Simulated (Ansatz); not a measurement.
# Zn5O: the cost of one run

Computed with Ansatz 0.2.0 (DFT PBE, scalar-relativistic, plane waves, PAW, unless a step's input says otherwise).

1 further run of the same task is left out (set aside as unsound or not needed).

## 1. Starting point

Symmetry: P-6m2, No. 187, hexagonal system. Conventional cell: a = 2.985 Å, b = 2.985 Å, c = 14.226 Å, α = 90.00°, β = 90.00°, γ = 120.00°. Around Zn (site symmetry 3m) lie 3 O at 2.90 Å and 9 Zn at 2.95 to 2.99 Å. Zn (site symmetry 3m) is surrounded by 12 Zn at 2.94 to 2.99 Å. Zn (site symmetry -6m2) is surrounded by 12 Zn at 2.94 to 2.99 Å. O (site symmetry -6m2) has 6 Zn at 2.90 Å in its first shell of neighbours.

As a file:

```
CELL_PARAMETERS angstrom
2.98547 0.00000 0.00000
-1.49274 2.58550 0.00000
0.00000 0.00000 14.22576
ATOMIC_POSITIONS crystal
Zn 0.00000 0.00000 0.83634
Zn 0.66667 0.33333 0.66780
Zn 0.00000 0.00000 0.50000
Zn 0.66667 0.33333 0.33220
Zn 0.00000 0.00000 0.16366
O 0.66667 0.33333 0.00000
```

The cell is invented: species swapped into a database cell of LiMg5 (P-6m2, No. 187), with O on the Li sites and Zn on the Mg sites. Its size is a rough estimate.

## 2. The guess as it stands, on a coarse mesh

Contents of input.yaml:

```yaml
crystal:
  lattice:
    - [2.9854725, 0.0, 0.0]
    - [-1.49273625, 2.58549502, 0.0]
    - [0.0, 0.0, 14.22576169]
  atoms:
    - { symbol: Zn, position: [0.0, 0.0, 0.83633697] }
    - { symbol: Zn, position: [0.66666667, 0.33333333, 0.66780382] }
    - { symbol: Zn, position: [0.0, 0.0, 0.5] }
    - { symbol: Zn, position: [0.66666667, 0.33333333, 0.33219618] }
    - { symbol: Zn, position: [0.0, 0.0, 0.16366303] }
    - { symbol: O, position: [0.66666667, 0.33333333, 0.0] }
basis:
  ecutwfc: 420
kpoints:
  mp_grid: { grid: [6, 6, 2] }
hamiltonian:
  xc: pbe
scf:
  occupations: { method: gaussian, width: 0.1 }
  lower_state_search: "off"
output:
  forces: true
  stress: true
  eigenvalues: true
```

The run is started by

```console
ansatz run input.yaml --threads 1 --pin off --max-ram 2560MiB --backend cpu --events-out ev --progress --plain --runs-dir out
```

Q: Estimate wall time and peak memory on 1 thread of Intel Xeon at 2.50GHz (Skylake/Cascade Lake), shared host.

About 11 s, with a peak of 0.35 GiB.
